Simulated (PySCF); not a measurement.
Molecule: OAlS2H3, in a box.

```
O Al S H
1.0
    14.00000    0.00000    0.00000
     0.00000   10.00000    0.00000
     0.00000    0.00000   13.00000
O Al S H
1 1 2 3
Direct
  0.38056 0.52167 0.53990
  0.49814 0.50627 0.51495
  0.59132 0.50503 0.64863
  0.54829 0.48914 0.35660
  0.33106 0.52382 0.48939
  0.67080 0.49173 0.59160
  0.64067 0.48038 0.38368
```

Base run:

- Program: PySCF 2.14.0
- Functional: HCTH407
- Potentials or basis: cc-pvdz (all-electron)
- k mesh: 1 × 1 × 1
- Occupations: fixed
- Spin: no spin polarisation

Its results: gap between the frontier levels 5.22 eV.

Q: After a change of settings the same cell gave: gap between the frontier levels 7.27 eV. Which change was it?
A. functional from HCTH407 to M06-2X
B. functional from HCTH407 to B97-D; dispersion from none to D3
C. functional from HCTH407 to PBE0

A: C.

Caveats: this is a molecule in a periodic box at the Γ point, so its band gap is the HOMO-LUMO gap; the basis of atomic orbitals isn't converged, which shifts pressures, moduli and gaps.

Runs at the PBE level aren't shown here.
